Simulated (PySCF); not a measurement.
# Cl5Ti ([TiCl5]2-): the cost of one run

Computed with PySCF 2.14.0 and routines of our own; the level stands in each step. Atoms count from 0.

## Step 1: The starting structure

6 atoms, charge -2, states of the metal's open shell are computed; geometry from: model start, shaken.

## Step 2: Relaxing the molecule at PBE0-D3(BJ)/def2-TZVP

Job settings and geometry (Å):

```
{"job": {"xc": "PBE0", "basis": "def2-TZVP", "d3": "d3bj", "grid": 1, "maxiter": 45, "solvent": "water", "kind": "geom"}, "charge": -2, "metal": "Ti", "open_shell": "d1"}
Ti     0.000020     0.004480    -0.004110
Cl    -0.013360    -0.006820     2.305130
Cl     0.000900     0.020100    -2.327380
Cl     2.310690     0.007350     0.005350
Cl    -1.158420     1.995220    -0.000440
Cl    -1.149570    -2.029340    -0.006860
```

The run is started by

```
OMP_NUM_THREADS=1 python lf_run.py task.json out
```

This one command runs all jobs of the session in turn.

**Question.** How long does this first job take on 1 thread of Arm Neoverse V1, shared host, and how much memory does it need?

About 18 min, with a peak of 1.4 GiB.
